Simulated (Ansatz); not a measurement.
# Cs5Yb: the cost of one run

Method: DFT PBE, scalar-relativistic, plane waves, PAW, in Ansatz 0.2.0.

### Step 1. The starting structure

It takes space group F-43m (No. 216, cubic). The conventional cell has a = 10.331 Å, b = 10.331 Å, c = 10.331 Å, α = 90.00°, β = 90.00°, γ = 90.00°. Around Cs (site symmetry 3m) lie 6 Cs at 3.65 Å. Around Cs (site symmetry -43m) lie 12 Cs at 4.28 Å and 4 Yb at 4.47 Å. Yb (site symmetry -43m) is surrounded by 16 Cs at 4.28 to 4.47 Å.

As a file:

```cif
data_structure
_symmetry_space_group_name_H-M 'P 1'
_symmetry_Int_Tables_number 1
_cell_length_a 7.3050
_cell_length_b 7.3050
_cell_length_c 7.3050
_cell_angle_alpha 60.000
_cell_angle_beta 60.000
_cell_angle_gamma 60.000
_cell_volume 275.64
loop_
_atom_site_label
_atom_site_type_symbol
_atom_site_fract_x
_atom_site_fract_y
_atom_site_fract_z
_atom_site_occupancy
Cs1 Cs 0.12500 0.62500 0.62500 1
Cs2 Cs 0.62500 0.62500 0.62500 1
Cs3 Cs 0.62500 0.12500 0.62500 1
Cs4 Cs 0.62500 0.62500 0.12500 1
Cs5 Cs 0.25000 0.25000 0.25000 1
Yb1 Yb 0.00000 0.00000 0.00000 1
```

The cell is invented: species swapped into a database cell of DyCu5 (F-43m, No. 216), with Yb on the Dy sites and Cs on the Cu sites. Lengths come from tabulated atomic sizes and are only a guess.

### Step 2. Probe: one point on a coarse mesh

input.yaml

```yaml
crystal:
  lattice:
    - [0.0, 5.16539158, 5.16539158]
    - [5.16539158, 0.0, 5.16539158]
    - [5.16539158, 5.16539158, 0.0]
  atoms:
    - { symbol: Cs, position: [0.125, 0.625, 0.625] }
    - { symbol: Cs, position: [0.625, 0.625, 0.625] }
    - { symbol: Cs, position: [0.625, 0.125, 0.625] }
    - { symbol: Cs, position: [0.625, 0.625, 0.125] }
    - { symbol: Cs, position: [0.25, 0.25, 0.25] }
    - { symbol: Yb, position: [0.0, 0.0, 0.0] }
basis:
  ecutwfc: 420
kpoints:
  mp_grid: { grid: [4, 4, 4] }
hamiltonian:
  xc: pbe
scf:
  occupations: { method: gaussian, width: 0.1 }
  lower_state_search: "off"
output:
  forces: true
  stress: true
  eigenvalues: true
```

Run with:

```
ansatz run input.yaml --threads 1 --pin off --max-ram 2560MiB --backend cpu --events-out ev --progress --plain --runs-dir out
```

What time and memory should one allow on 1 thread of AMD EPYC 9R45 (Zen 5), shared host?

About 5.3 s, with a peak of 0.53 GiB.
